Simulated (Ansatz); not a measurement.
# SiBr3F: a ladder of functionals and wavefunction methods

An exercise on one series of results from a longer session: the logs are not shown, and one member is left open.

Program: Ansatz 0.2.0, Gaussian basis. Level of theory: functionals in def2-TZVPP, the program's frozen cores in correlated methods. These are calculated values, not measurements.

The runs, in order: LDA (SPW92), PBE-D4, revPBE-D4, BLYP-D4, r2SCAN-D4, B97M-V, PBE0-D4, B3LYP-D4, r2SCANh-D4, r2SCAN0-D4, HSE06-D4, BHLYP-D4, CAM-B3LYP-D4, LC-ωPBE, ωB97X-V, ωB97M-V, B2PLYP, PBE-QIDH; CCSD(T)/def2-SVP; CCSD(T)/def2-TZVPP; MP2/def2-QZVPP; extrapolation to the limit; RPA on PBE.

**The relaxed structure**

The geometry comes from an earlier relaxation with PBE0-D4 in a triple-zeta def2 set; it is a stationary point.

SMILES `F[Si](Br)(Br)Br`, 5 atoms, charge 0, spin multiplicity 1.

Atoms are counted from 1 here; the program's logs count them from 0.

Bond lengths: F1–Si2 1.579 Å, Si2–Br3 2.184 Å, Si2–Br4 2.184 Å, Si2–Br5 2.184 Å. Angles: F1–Si2–Br3 108.0°, F1–Si2–Br4 108.0°, F1–Si2–Br5 108.0°, Br3–Si2–Br4 110.9°, Br3–Si2–Br5 110.9°, Br4–Si2–Br5 110.9°.

As a file:

```xyz
5
Br3FSi
F    -1.2594   -0.6671    0.8565
Si   -0.0585   -0.0500    0.0384
Br    1.7481   -1.1697    0.5401
Br   -0.5228   -0.2347   -2.0875
Br    0.1425    2.0479    0.6111
```

Set-up of the first run:

File in.yaml:

```yaml
crystal:
  periodic: [false, false, false]
  atoms:
    - {symbol: F, position_ang: [-1.259399, -0.667148, 0.856534]}
    - {symbol: Si, position_ang: [-0.058468, -0.049955, 0.038393]}
    - {symbol: Br, position_ang: [1.748108, -1.169694, 0.540124]}
    - {symbol: Br, position_ang: [-0.522772, -0.234669, -2.087526]}
    - {symbol: Br, position_ang: [0.142532, 2.047866, 0.611074]}
basis:
  gaussian: {orbitals: def2-TZVPP}
hamiltonian: {xc: lda}
output: {orbitals: {seedname: orbitals}}
```

Launch:

```sh
$ ansatz run in.yaml --threads 4 --pin off --events-out ev --progress --plain --max-ram 11315MiB
```

Among the steps run: LDA; PBE-D4 (GGA); revPBE-D4 (GGA); BLYP-D4 (GGA); r2SCAN-D4 (meta-GGA); B97M-V (meta-GGA); PBE0-D4 (hybrid); B3LYP-D4 (hybrid); r2SCANh-D4 (hybrid); r2SCAN0-D4 (hybrid); HSE06-D4 (hybrid); BHLYP-D4 (hybrid); CAM-B3LYP-D4 (range-separated); LC-ωPBE (range-separated); ωB97X-V (range-separated); ωB97M-V (range-separated); B2PLYP (double hybrid); PBE-QIDH (double hybrid).

One of the session's tables, all rows but one given; the rest of the session is left out.

It belongs to the step «Frontier levels by functional». 

```
  functional  HOMO (eV)  gap (eV)
 LDA (SPW92)      -7.65      5.23
      PBE-D4      -7.48      5.34
   revPBE-D4      -7.42      5.40
     BLYP-D4      -7.29      5.25
   r2SCAN-D4      -7.84      6.00
      B97M-V      -7.90      6.19
     PBE0-D4          ?         ?
    B3LYP-D4      -8.49      7.01
  r2SCANh-D4      -8.31      6.78
  r2SCAN0-D4      -9.01      7.95
    HSE06-D4      -8.38      6.77
    BHLYP-D4      -9.89      9.66
CAM-B3LYP-D4     -10.07      9.90
     LC-ωPBE     -11.48     12.53
     ωB97X-V     -11.10     12.06
     ωB97M-V     -10.95     11.69
```

Q: Estimate the row for PBE0-D4 from the others.

**Answer.** HOMO (eV): -8.78; gap (eV): 7.54. In the column «HOMO (eV)» it lies between r2SCAN0-D4 (-9.01) and B3LYP-D4 (-8.49).
